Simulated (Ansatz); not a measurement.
# HPbNO4 (P1) in Ansatz: a series of runs, part 2 of 2

Ansatz 0.2.0. Earlier steps stand in the parts before.

**3. Optical spectrum, PBE**

Input file input.yaml:

```yaml
crystal:
  lattice:
    - [4.1204, -0.00081, -0.0112]
    - [0.00404, 6.42722, 0.0536]
    - [0.02791, 3.20707, 7.74994]
  atoms:
    - { symbol: H, position: [0.90366, 0.21821, 0.48851] }
    - { symbol: H, position: [0.40337, 0.78177, 0.51142] }
    - { symbol: Pb, position: [0.39455, 0.30863, 0.70725] }
    - { symbol: Pb, position: [0.89489, 0.69135, 0.29266] }
    - { symbol: "N", position: [0.63409, 0.1999, 0.2073] }
    - { symbol: "N", position: [0.13386, 0.80012, 0.79275] }
    - { symbol: O, position: [0.90829, 0.32866, 0.54369] }
    - { symbol: O, position: [0.53792, 0.39076, 0.19497] }
    - { symbol: O, position: [0.53483, 0.11279, 0.10602] }
    - { symbol: O, position: [0.83718, 0.08887, 0.32672] }
    - { symbol: O, position: [0.40817, 0.67132, 0.45624] }
    - { symbol: O, position: [0.03774, 0.60924, 0.8052] }
    - { symbol: O, position: [0.03429, 0.88737, 0.89397] }
    - { symbol: O, position: [0.33716, 0.91101, 0.6733] }
hamiltonian:
  xc: pbe
  pseudopotentials: { kind: paw }
kpoints:
  mp_grid: { grid: [5, 4, 3] }
scf:
  occupations: { method: fermi_dirac, width: 0.05 }
  n_extra_bands: 56
output:
  eigenvalues: true
  optics: { e_range: [0, 14], sigma: 0.05, nscf_kmesh: { grid: [7, 6, 4] } }
```

Potentials or basis: Ansatz PAW.

Run with:

```bash
$ ansatz run input.yaml --threads 8 --pin off --max-ram 20480MiB --backend cpu --events-out ev --progress --plain --runs-dir out
```

The log of the run:

```text
Warning: RAYON_NUM_THREADS=8 ignored (pool sized by the plan → 8); use --threads N
scf.n_extra_bands = 56 over 44 filled bands (N_el = 88.0): the run solves 100 bands
Engine: ansatz 0.2.0, x86_64-unknown-linux-gnu
Pseudopotentials: kind: paw
Pseudopotential: H, paw, valence charge 1, recommended cutoff 420 eV (normal), H.paw.azcp
Pseudopotential: Pb, paw, valence charge 14, recommended cutoff 420 eV (normal), Pb.paw.azcp
Pseudopotential: N, paw, valence charge 5, recommended cutoff 420 eV (normal), N.paw.azcp
Pseudopotential: O, paw, valence charge 6, recommended cutoff 420 eV (normal), O.paw.azcp
Functional definition: PBE
  parameter kappa = 0.804
  parameter beta = 0.06672455060314922
  exchange = pbe_x(kappa = kappa, mu = beta*pi^2/3)
  correlation = pbe_c(beta = beta)
Crystal: 14 atoms, lattice volume = 204.533 Å³
Basis set: ecut = 420 eV, 4001 PW (Γ)
Bands: 100, of which v1, the nominal top of the filled ones, is band 44 counted from 1 (43 counted from 0)
Symmetry: 1 space group operations
Space group: P1 (ITA 1), of the structure as read, at distance tolerance 5.9e-5 Å
k-points: 31 of 60 (time reversal used)
Non-local potential: H, projectors of the file, l = 0: 2, l = 1: 1
Non-local potential: Pb, projectors of the file, l = 0: 2, l = 1: 2, l = 2: 2, l = 3: 2
Non-local potential: N, projectors of the file, l = 0: 2, l = 1: 2, l = 2: 1
Non-local potential: O, projectors of the file, l = 0: 2, l = 1: 2, l = 2: 1
PAW form: soft (Blöchl's): semilocal exchange-correlation on the pseudo side does not see the compensation charge
PAW one-centre angular grid: H, 110 points (default); XC on 64 Gauss nodes
PAW one-centre angular grid: Pb, 590 points (default); XC on 64 Gauss nodes
PAW one-centre angular grid: N, 110 points (default); XC on 64 Gauss nodes
PAW one-centre angular grid: O, 110 points (default); XC on 64 Gauss nodes
Initial density: superposition of atomic densities (neutral atoms: chi_scale 0, normalization atom), corrected by the library's trained network
Initial wavefunctions: pseudopotential atomic-orbital guess
Functional: x = pbe(κ = 0.804, μ = 0.2195149727645171), c = pbe(β = 0.06672455060314922)
SCF iter   1: F=—  HF=-29143.294468 eV  |F-HF|=—  |Δ(HF+E_count)|=         —  Δρ=3.29e-3  dr2=2.46e-2  ethr=1.77e-3  ⟨swp⟩=6.2  Hψ=15127  notcnv=0  defer=1068
[... 13 lines left out ...]
SCF iter  14: F=-29143.290319 eV  HF=-29143.290319 eV  |F-HF|=1.82e-11  |Δ(HF+E_count)|=  3.64e-12  Δρ=2.40e-8  dr2=1.04e-12  ethr=1.00e-12  ⟨swp⟩=14.4  Hψ=20959  notcnv=0
SCF 1 converged in 14 iterations: F = -29143.290319 eV  dr2 = 1.04e-12
NSCF: frozen V_eff on 86 k-points
Optics k sum: 0 of 86 k-points
Optics k sum: 5 of 86 k-points
Optics k sum: 9 of 86 k-points
Optics k sum: 13 of 86 k-points
Optics k sum: 18 of 86 k-points
Optics k sum: 22 of 86 k-points
[... 34 lines left out ...]
Optics k sum: 82 of 86 k-points
Optics k sum: 86 of 86 k-points
NSCF: frozen V_eff on 1 k-points
NSCF: frozen V_eff on 1 k-points
NSCF: frozen V_eff on 1 k-points
NSCF: frozen V_eff on 1 k-points
SCF converged after 14 iterations
Free energy (F): -29143.290319 eV
Harris-Foulkes:  -29143.290319 eV  (|F-HF|=1.82e-11)
Internal energy: -29143.290319 eV  (E = F + TS)
E sigma→0 (E₀):  -29143.290319 eV
Fermi energy:    4.457545 eV
--- Per-component energies (eV) ---
  E_band       = -597.021699
  E_kinetic    = 2255.531882
  E_local      = -7258.143901  (includes V_loc(G=0)·N_el)
  E_nonlocal   = 1180.129559
  E_hartree    = 2695.003441
  E_xc         = -1161.686761
  E_vxc        = -1181.934565  (∫ρ·V_xc dr)
  E_paw        = -22323.945312  (= ΣΔE_a)
  E_vpaw       = -982.628790  (= ΣTr[D̂ρ^β])
  E_aug_tail   = 0.017240  (compensation charges beyond the density's cutoff)
  E_ewald      = -4530.196466
  E_smearing   = -0.000000  (= −TS)
  E_closure    = -0.000000  (closes the sum)
  Σ components = -29143.290319   (vs F -29143.290319, Δ=0.00e0)
--- Band table (eV; the first three rows and the last of 31) ---
  k-point 0: bands = ["-22.6345", "-22.6208", "-17.3052", "-17.2951", "-17.0069", "-16.9604", "-15.1998", "-14.9576", "-12.2961", "-12.2868", "-12.2789", "-12.2691", "-12.2518", "-12.2440", "-12.2404", "-12.2324", "-12.1871", "-11.9796", "-6.8515", "-6.6527", "-4.9431", "-4.5966", "-4.5511", "-4.5123", "-4.2846", "-4.2277", "-3.4867", "-3.3571", "-1.7112", "-0.7303", "-0.2286", "0.2142", "0.5654", "0.9142", "1.0098", "1.0587", "1.1147", "1.2243", "1.2396", "1.3854", "1.5395", "2.5261", "2.6087", "2.6575", "6.2029", "6.3774", "7.3821", "7.5749", "8.6907", "8.9010", "9.0817", "9.7076", "9.9752", "11.3569", "11.7160", "12.4037", "13.1377", "13.3671", "13.7047", "14.0263", "14.6495", "14.7435", "15.4564", "15.6179", "16.0131", "16.0328", "16.1361", "16.8968", "16.9264", "17.0528", "17.5048", "17.6174", "17.8478", "18.0334", "18.4065", "18.9332", "19.1178", "19.4807", "19.4932", "19.6939", "20.1119", "20.4815", "21.1419", "21.3298", "21.4642", "21.6531", "21.6902", "22.3109", "22.3877", "22.7713", "23.3555", "23.4472", "24.0418", "24.1579", "24.3019", "25.0681", "25.2263", "25.4978", "25.9085", "26.0937"]
  k-point 1: bands = ["-22.6315", "-22.6238", "-17.3063", "-17.2941", "-16.9997", "-16.9682", "-15.1987", "-14.9576", "-12.2971", "-12.2866", "-12.2790", "-12.2682", "-12.2508", "-12.2439", "-12.2406", "-12.2327", "-12.1872", "-11.9796", "-6.8803", "-6.6457", "-4.9290", "-4.6194", "-4.5881", "-4.4566", "-4.2677", "-4.2100", "-3.4346", "-3.3501", "-1.7433", "-0.9229", "-0.2022", "0.2269", "0.5033", "0.8818", "0.9464", "1.1521", "1.1711", "1.2715", "1.3479", "1.4217", "1.5498", "2.4260", "2.5200", "2.7679", "6.2988", "6.3942", "7.3448", "7.4541", "8.2806", "8.9001", "9.3165", "9.9652", "10.1985", "11.1421", "12.0042", "12.3286", "13.0426", "13.1611", "13.6004", "14.0261", "14.6255", "14.8269", "15.2310", "15.9075", "16.0000", "16.1792", "16.5154", "16.6285", "16.9705", "17.1356", "17.3077", "17.6904", "17.7790", "17.8583", "18.0669", "18.8027", "19.0157", "19.3049", "19.6654", "19.7598", "20.1971", "20.3864", "20.7162", "20.9595", "22.0185", "22.1147", "22.1817", "22.3912", "22.6594", "22.9957", "23.4126", "23.5740", "23.7421", "24.1656", "24.4390", "24.7029", "25.0486", "25.3414", "25.8171", "25.9877"]
  k-point 2: bands = ["-22.6321", "-22.6223", "-17.3071", "-17.2973", "-17.0039", "-16.9636", "-15.2025", "-14.9543", "-12.2968", "-12.2875", "-12.2815", "-12.2691", "-12.2521", "-12.2425", "-12.2382", "-12.2326", "-12.1875", "-11.9801", "-6.7936", "-6.6188", "-4.8970", "-4.6172", "-4.6056", "-4.5147", "-4.3437", "-4.1683", "-3.6020", "-3.4168", "-1.6515", "-1.0343", "0.0131", "0.2801", "0.7331", "0.8978", "0.9363", "1.1296", "1.1555", "1.2244", "1.3048", "1.4373", "1.5123", "2.4599", "2.5467", "2.6689", "6.2590", "6.4249", "7.2044", "7.5026", "8.2666", "8.6105", "9.3151", "9.8871", "10.2344", "11.3743", "11.9528", "12.6199", "13.0154", "13.4585", "13.7601", "14.1625", "14.4391", "14.8571", "15.2559", "15.4314", "15.5897", "15.9328", "16.1818", "16.5704", "17.1194", "17.3064", "17.4982", "17.5589", "18.0491", "18.1374", "18.3054", "18.6340", "18.8242", "19.3946", "19.5904", "19.7812", "20.1213", "20.4933", "21.0200", "21.1357", "21.5582", "21.9929", "22.0520", "22.4780", "22.6864", "23.1906", "23.5788", "23.7305", "23.9071", "24.1120", "24.5705", "24.7843", "25.0244", "25.3825", "25.6340", "25.9556"]
  k-point 30: bands = ["-22.6128", "-22.6095", "-17.2970", "-17.2929", "-17.0154", "-17.0033", "-15.1070", "-15.0316", "-12.2840", "-12.2747", "-12.2687", "-12.2581", "-12.2555", "-12.2459", "-12.1996", "-12.1966", "-12.0726", "-11.9914", "-6.6928", "-6.6279", "-4.8589", "-4.8186", "-4.6294", "-4.5481", "-4.3306", "-4.2646", "-3.5104", "-3.4477", "-2.2853", "-1.9760", "0.1730", "0.3779", "0.6995", "0.7669", "0.9741", "1.0960", "1.1801", "1.2708", "1.5316", "1.5866", "2.0825", "2.1348", "2.6431", "2.7388", "6.1270", "6.2417", "7.4147", "7.6090", "8.4045", "8.7118", "9.0116", "9.3777", "11.0709", "11.5925", "12.4164", "12.6125", "12.9035", "13.2849", "13.6353", "13.7490", "14.2621", "14.6439", "14.8838", "15.2737", "15.6368", "16.0381", "16.4106", "16.4646", "16.8580", "16.9503", "17.6009", "17.8794", "18.2574", "18.3519", "18.6257", "18.9151", "19.2317", "19.6844", "20.2130", "20.2673", "20.7854", "21.1454", "21.5687", "21.9048", "22.1238", "22.4551", "22.7390", "22.9073", "23.4515", "23.6427", "23.7411", "24.1527", "24.2882", "24.5553", "24.7667", "25.0138", "25.2717", "25.5176", "25.7164", "26.0353"]
```

It took 97 s on 8 threads of INTEL XEON PLATINUM 8581C at 2.30GHz (Emerald Rapids), shared host; peak memory 4.8 GiB.

Results:

| Item | Value |
| --- | --- |
| Free energy | -29143.2903 eV |
| Band gap on the k mesh | 3.31 eV, indirect (least direct gap 3.39 eV) |

Levels at points of the mesh, in eV from the valence-band top:
```tsv
k point	band 41	band 42	band 43	band 44	band 45	band 46	band 47	band 48
(0.00, 0.00, 0.00)	-1.27	-0.29	-0.20	-0.16	3.39	3.56	4.57	4.76
(0.00, -0.50, 0.00)	-1.17	-0.41	-0.34	-0.16	3.50	3.63	4.36	4.55
```

Dielectric function (mean over the directions given):
| energy (eV) | real part | imaginary part |
| --- | --- | --- |
| 0.30 | 3.59 | 0.00 |
| 0.70 | 3.62 | 0.00 |
| 1.20 | 3.69 | 0.00 |
| 1.70 | 3.80 | 0.00 |
| 2.10 | 3.94 | 0.00 |
| 2.60 | 4.21 | 0.00 |
| 3.10 | 4.75 | 0.00 |
| 3.60 | 4.56 | 1.14 |
| 4.00 | 6.78 | 1.97 |
| 4.50 | 8.12 | 1.13 |
| 5.00 | 5.31 | 8.07 |
| 5.40 | 0.98 | 5.58 |
| 5.90 | 1.65 | 4.37 |
| 6.40 | 1.92 | 3.59 |
| 6.90 | 0.86 | 3.02 |
| 7.30 | -0.74 | 3.32 |
| 7.80 | 0.11 | 2.35 |
| 8.30 | 0.48 | 1.66 |
| 8.80 | 0.81 | 0.74 |
| 9.20 | 1.24 | 0.95 |
| 9.70 | 1.14 | 1.22 |
| 10.20 | 1.79 | 1.01 |
| 10.60 | 1.79 | 1.20 |
| 11.10 | 1.37 | 1.60 |
| 11.60 | 1.66 | 1.47 |
| 12.10 | 1.32 | 1.98 |
| 12.50 | 1.51 | 1.42 |
| 13.00 | 0.74 | 2.26 |
| 13.50 | 1.03 | 1.48 |
| 14.00 | 1.12 | 1.47 |

Caveat: odd divisions of the mesh miss points on the zone boundary, where band edges often lie, so the gap on the mesh can be too wide; spectra need much finer meshes, so this one isn't converged; independent-particle spectra lack excitons; spin-orbit coupling is left out, which as a rule narrows the gap of such compounds by several tenths of an eV.
